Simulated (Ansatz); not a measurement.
# CrH (sextet): geometry and frequencies at several levels

The task here is to estimate one member of a computed series from the others.

Method: the levels named in each step, in Ansatz 0.2.0.

### The system as given

Bond lengths: Cr1–H2 1.534 Å.

As a file:

```xyz
2

Cr    0.0000    0.0000    0.0000
H     0.0000    0.0000    1.5339
```

Set-up of the first run:

The input, input.yaml:

```yaml
crystal:
  periodic: [false, false, false]
  atoms:
    - { symbol: Cr, position_ang: [0.0, 0.0, -0.06039408] }
    - { symbol: H, position_ang: [0.0, 0.0, 1.59433408] }
magnetization:
  spin_polarized: true
  initial_magnetization: 5
basis:
  gaussian: { orbitals: def2-TZVPP }
hamiltonian:
  xc: pbe0
  dispersion: d4
relax:
  f_tol: 0.002
  max_steps: 150
```

Launch:

```sh
$ ansatz run input.yaml --threads 2 --pin off --max-ram 5120MiB --backend cpu --events-out ev --progress --plain --runs-dir out
```

Steps of the session up to this table: Relaxation, PBE0-D4/def2-TZVPP; Frequencies, PBE0-D4/def2-TZVPP; Relaxation, PBE-D4/def2-TZVPP; Frequencies, PBE-D4/def2-TZVPP; Relaxation, r2SCAN-D4/def2-TZVPP; Frequencies, r2SCAN-D4/def2-TZVPP; Relaxation, B3LYP-D4/def2-TZVPP; Frequencies, B3LYP-D4/def2-TZVPP; Relaxation, B2PLYP/def2-TZVPP; Frequencies, B2PLYP/def2-TZVPP.

One of the session's tables, all rows but one given; the rest of the session is left out.

| level | Cr1–H2 (Å) | rotational constants (MHz) | dipole (D) | highest frequency (cm⁻¹) |
| --- | --- | --- | --- | --- |
| PBE0-D4/def2-TZVPP | 1.6649 | 184410 | 3.26 | 1607 |
| PBE-D4/def2-TZVPP | 1.6537 | 186910 | 2.75 | 1619 |
| r2SCAN-D4/def2-TZVPP | 1.6569 | 186200 | 2.89 | 1627 |
| B3LYP-D4/def2-TZVPP | 1.6647 | 184460 | 3.11 | 1613 |
| B2PLYP/def2-TZVPP | ? | ? | ? | ? |

Estimate the missing values for B2PLYP/def2-TZVPP.

**Answer.** Cr1–H2 (Å): 1.6573; rotational constants (MHz): 186100; dipole (D): 3.42; highest frequency (cm⁻¹): 1652. In the column «Cr1–H2 (Å)» it lies between r2SCAN-D4/def2-TZVPP (1.6569) and B3LYP-D4/def2-TZVPP (1.6647).
